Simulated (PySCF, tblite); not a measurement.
# Mg11S11: electronic excitations

Wanted: electronic excitations for Mg11S11.

Programs: tblite 0.8.0 and PySCF 2.14.0, with routines of our own; each step states its level. All values are computed. Atoms count from 0.

## (1) The system as given

22 atoms, charge 0, multiplicity 1; geometry from: force field, distance geometry or constructed start.

## (2) Optimising the geometry with GFN1-xTB

What the job is given:

```
{"job": {"kind": "relax", "xc": "GFN1-xTB", "basis": "xTB"}, "charge": 0, "multiplicity": 1}
Mg     1.190300     1.249100    -3.953400
S      1.202900     2.659000    -2.033400
Mg    -1.199000     2.654600    -2.026000
S     -1.184000     1.255700    -3.958500
Mg    -1.191700    -1.119300    -3.580400
S      1.188300    -1.119100    -3.585900
Mg     2.374500    -1.934200    -1.676300
S      3.108000    -0.394100     0.002100
Mg     2.277900     1.845400     0.000300
S      1.202500     2.655000     2.029300
Mg    -1.207100     2.655100     2.025100
S     -2.277000     1.846400    -0.000200
Mg    -3.108200    -0.394900     0.004300
S     -2.372300    -1.935600    -1.676600
Mg    -1.194200    -3.151100    -0.000500
S      1.188900    -3.156000     0.006100
Mg     2.374100    -1.934500     1.674300
S     -2.376200    -1.938900     1.671400
Mg     1.183200     1.251600     3.955100
S     -1.182100     1.251200     3.954800
Mg    -1.194400    -1.115300     3.584500
S      1.189300    -1.118100     3.583300
```

The run is started by

```console
> OMP_NUM_THREADS=2 python large_run.py task.json out
```

The driver reads the jobs from task.json and runs them one after another.

Standard output:

```text
step      E/eV     max force
  0   -1339.74594    0.864
  1   -1339.87104    0.839
  2   -1340.82949    0.976
  3   -1340.92963    0.751
  4   -1341.20029    0.205
  5   -1341.21040    0.208
  6   -1341.22087    0.180
  7   -1341.23092    0.138
  8   -1341.23487    0.121
  9   -1341.23720    0.096
 10   -1341.24027    0.099
 11   -1341.24414    0.094
 12   -1341.24704    0.071
 13   -1341.24856    0.069
 14   -1341.24968    0.061
 15   -1341.25119    0.058
 16   -1341.25308    0.071
 17   -1341.25468    0.074
 18   -1341.25564    0.057
 19   -1341.25629    0.048
 20   -1341.25687    0.033
 21   -1341.25725    0.032
 22   -1341.25747    0.029
 23   -1341.25765    0.028
 24   -1341.25789    0.026
 25   -1341.25814    0.021
 26   -1341.25830    0.026
 27   -1341.25838    0.023
 28   -1341.25846    0.015
```

Run time: 0.95 s. Hardware: 2 threads of Arm Neoverse V1, shared host; peak memory 0.17 GiB.

The steps of the relaxation:

```
step  energy from step 0 (eV)  largest force (eV/Å)
   0                   0.0000                0.8643
   1                  -0.1251                0.8393
   2                  -1.0836                0.9765
   3                  -1.1837                0.7507
   4                  -1.4543                0.2052
   5                  -1.4645                0.2073
   6                  -1.4749                0.1800
   7                  -1.4850                0.1379
   8                  -1.4889                0.1217
   9                  -1.4913                0.0961
  10                  -1.4943                0.0986
  12                  -1.5011                0.0705
  13                  -1.5026                0.0699
  15                  -1.5052                0.0579
  16                  -1.5071                0.0712
  18                  -1.5097                0.0568
  19                  -1.5104                0.0479
  21                  -1.5113                0.0316
  22                  -1.5115                0.0291
  24                  -1.5120                0.0263
  25                  -1.5122                0.0215
  26                  -1.5124                0.0261
  27                  -1.5124                0.0231
  28                  -1.5125                0.0151
```

Close pairs (by a distance rule), those that changed most:

```
    bond  before (Å)  after (Å)  change (Å)
  S1–Mg8       2.440      2.322      -0.118
  Mg8–S9       2.435      2.322      -0.113
 Mg2–S11       2.433      2.331      -0.102
Mg10–S11       2.429      2.332      -0.098
S17–Mg20       2.395      2.303      -0.092
  S5–Mg6       2.391      2.305      -0.086
Mg16–S21       2.391      2.305      -0.086
 Mg4–S13       2.384      2.303      -0.081
```

The next job starts from the end point, and lists it.

## (3) Electronic excitations: TDDFT PBE0/6-31G*

What the job is given:

```
{"job": {"kind": "uv", "basis": "6-31G*", "grid": 1, "kgrid": 0, "vcut": 1.5, "nstates": 6, "ntriplets": 2, "tda": false, "delta": ["ip_vertical"], "pop": true, "xc": "PBE0"}, "charge": 0, "multiplicity": 1}
Mg     1.040016     1.173977    -3.762576
S      1.270841     2.627690    -1.949254
Mg    -1.075888     2.292336    -1.940136
S     -1.318904     1.337890    -4.076198
Mg    -1.091050    -0.914831    -3.410616
S      1.265530    -1.164514    -3.623384
Mg     2.091280    -1.750072    -1.552784
S      3.135922    -0.337999     0.000620
Mg     2.240986     1.821648     0.000257
S      1.269420     2.627963     1.949214
Mg    -1.077200     2.292683     1.938792
S     -2.286732     1.834780    -0.001179
Mg    -2.805811    -0.442825    -0.000436
S     -2.332994    -1.923310    -1.754258
Mg    -1.128816    -2.954246     0.000224
S      1.153891    -3.270094     0.001004
Mg     2.090367    -1.749850     1.554067
S     -2.334480    -1.923280     1.753821
Mg     1.037637     1.174400     3.762587
S     -1.321111     1.337882     4.075213
Mg    -1.092956    -0.914691     3.410336
S      1.263807    -1.163704     3.623975
```

Method: TDDFT PBE0/6-31G*, vertical, gas phase, core orbitals frozen in the response, virtual orbitals cut by energy.

Standard output:

```text
start: PBE on a coarse grid of 34243 points
cycle   1  E = -6578.8482197199  dE =  2.918e+00  |g| = 1.089e+00  |ddm| = 6.201e+00
cycle   2  E = -6578.3206129609  dE =  5.276e-01  |g| = 1.628e+00  |ddm| = 4.589e+00
cycle   3  E = -6579.3024752389  dE = -9.819e-01  |g| = 7.462e-02  |ddm| = 2.885e+00
cycle   4  E = -6579.3022346808  dE =  2.406e-04  |g| = 7.957e-02  |ddm| = 2.682e-01
cycle   5  E = -6579.3046522853  dE = -2.418e-03  |g| = 1.120e-02  |ddm| = 1.494e-01
cycle   6  E = -6579.3046882806  dE = -3.600e-05  |g| = 5.796e-03  |ddm| = 2.833e-02
final grid: 129292 points
cycle   7  E = -6579.4228468314  dE = -1.058e-02  |g| = 4.435e-02  |ddm| = 5.892e-01
cycle   8  E = -6579.4229083696  dE = -6.154e-05  |g| = 3.945e-02  |ddm| = 1.408e-01
cycle   9  E = -6579.4234295999  dE = -5.212e-04  |g| = 8.525e-03  |ddm| = 7.128e-02
cycle  10  E = -6579.4234552809  dE = -2.568e-05  |g| = 2.626e-03  |ddm| = 1.686e-02
cycle  11  E = -6579.4234503291  dE =  4.952e-06  |g| = 2.385e-04  |ddm| = 4.766e-03
cycle  12  E = -6579.4234567521  dE = -6.423e-06  |g| = 1.422e-04  |ddm| = 7.427e-04
cycle  13  E = -6579.4234540577  dE =  2.694e-06  |g| = 1.055e-05  |ddm| = 2.682e-04
converged SCF energy = -6579.4234540577
Vertical ionisation energy (delta-SCF) = 7.9868 eV   <S^2> = 0.754

Static polarisability (au): isotropic 401.335, principal 376.397 385.246 442.361

Singlet excitations
state   eV       nm        f      main configurations
  1   4.1710    297.3   0.00108   H->L 0.91
  2   4.2279    293.3   0.00232   H-1->L 0.87
  3   4.3535    284.8   0.02327   H-2->L 0.80, H-1->L+1 0.10
  4   4.3624    284.2   0.00001   H-3->L 0.85
  5   4.3953    282.1   0.03082   H-4->L 0.85, H-3->L+1 0.08
  6   4.4691    277.4   0.00426   H-5->L 0.88

Triplet excitations (Tamm-Dancoff, eV): 4.0920 4.1344
```

Wall time 5.2 min (2 threads of Arm Neoverse V1, shared host); peak memory 1.9 GiB.

The orbitals next to the gap, with their largest atomic shares:

```
orbital     eV                           atoms
 HOMO−4  -7.10      S9 15 %, S1 15 %, S21 14 %
 HOMO−3  -7.06     S5 18 %, S21 17 %, S17 12 %
 HOMO−2  -7.05     S19 19 %, S3 19 %, S15 14 %
 HOMO−1  -6.93      S19 20 %, S9 20 %, S3 20 %
   HOMO  -6.82       S7 42 %, S15 23 %, S9 6 %
   LUMO  -1.88   Mg0 14 %, Mg18 14 %, Mg12 9 %
 LUMO+1  -1.32   Mg0 30 %, Mg18 30 %, Mg20 5 %
 LUMO+2  -1.04  Mg18 22 %, Mg0 22 %, Mg14 18 %
 LUMO+3  -0.78  Mg12 17 %, Mg10 12 %, Mg2 12 %
```

With each of the 6 states as a Gaussian band of 0.4 eV half-width at 1/e, the curve within the window shown has maxima at 283 nm (ε 2,500) L/(mol cm). Beyond the last state computed it falls off for lack of states. The curve at chosen wavelengths:

nm, ε (L/mol/cm) and a bar:
```
      260        959 ###########
      263       1223 ###############
      267       1589 ###################
      270       1851 ######################
      274       2149 ##########################
      277       2316 ############################
      281       2443 ##############################
      284       2462 ##############################
      288       2391 #############################
      291       2275 ############################
      295       2057 #########################
      298       1863 #######################
      302       1585 ###################
      305       1376 ################
      309       1111 #############
      312        930 ###########
      316        718 ########
      319        583 #######
      323        433 #####
      326        342 ####
      330        246 ##
      333        190 ##
      337        133 #
      340        101 #
      344         69 
      347         52
```

Leading natural transition orbitals of singlet state 5: the hole lies on 4 S atoms about 15 % each; S11 10 %; the particle on Mg0, Mg18 about 15 % each; Mg2, Mg10, Mg12 about 6 % each.

Leading natural transition orbitals of singlet state 1: the hole lies on S7 41 %; S15 19 %; S1, S9 about 10 % each; the particle on Mg0, Mg18 about 13 % each.

Ground-state properties from the same run:

```
           property  computed
  dipole moment (D)      1.22
polarisability (Å³)     59.47
 HOMO–LUMO gap (eV)      4.94
      −ε(HOMO) (eV)      6.82
```

The fields below are evaluated on a grid from the run's orbitals.

Frontier orbitals at PBE0/6-31G*, with the share of their density that lies nearest to each atom:

```
orbital  energy (eV)                                                    lies on
   HOMO        -6.82                   S7 45 %; S15 24 %; S1, S9 about 7 % each
   LUMO        -1.88  Mg0, Mg18 about 13 % each; Mg2, Mg10, Mg12 about 6 % each
```

ELF in a plane through or near 4 of the atoms.

Ten even steps from ' ' (0.00) to '@' (0.87):
```
                                                        
                  ....            ....                  
              ::++##**==..    ..==**##++::              
            ..**%%@@@@%%==    ==%%@@@@%%**..            
          ..==%%@@**++@@##::..##@@++**@@%%==..          
          ..--@@@@**##**%%::::%%**##==@@@@--..          
            ::::@@####@@##....##@@####@@::::            
        ..@@++++::%%%%##==    ==##%%%%..++==%%          
          ++%%::  ......        ......  --%%++          
      ..------====..                ..====------..      
      --##@@@@@@%%==..            ..==%%@@@@@@##--      
    ..==%%%%::**@@##::            ::##@@**..%%%%==..    
    ..++@@@@##%%@@++..  --------  ..++@@%%**@@@@++::    
    ..==%%@@@@%%**::  --##%%%%##--  ::**%%@@@@##==..    
      ..==++++--..  ..**@@@@@@@@**..  ..--++++==..      
                    ::**@@%%%%@@**::                    
                    ..==%%@@@@%%==..                    
                      ::++####++::                      
                        ..::::..                        
                                                        
```
The map spans 13.4 Å across and 11.4 Å up, centred on the molecule. Atoms in the plane (x, y in Å): Mg0 (-3.8, 1.3), S1 (-1.9, 2.8), S9 (1.9, 2.8), Mg18 (3.8, 1.3).

On the surface of density 0.002 e/bohr³ the electrostatic potential runs, from the 1st to the 99th percentile, from -1.11 V near S3 to 6.31 V near Mg18.

## (4) Summary of results

| quantity | value |
| --- | --- |
| lowest singlet (PBE0/6-31G*) | 4.17 eV (297 nm), f = 0.001 |
| brightest single state of those computed | state 5, 4.40 eV, f = 0.031 |
| lowest triplet | 4.09 eV |
| surface potential, 1st and 99th percentile | -1.11 V and 6.31 V |

The lowest singlet, at 4.17 eV, is HOMO→LUMO 0.91 and is weak; of the 6 states computed, the strongest absorption comes from state 5 at 4.40 eV. The lowest triplet lies 0.08 eV below the lowest singlet (triplets in Tamm-Dancoff, singlets in full TDDFT). At PBE0/6-31G*, counted by nearest atom on the grid, the HOMO lies on S7 45 %; S15 24 %, the LUMO on Mg0, Mg18 about 13 % each; Mg2, Mg10, Mg12 about 6 % each.
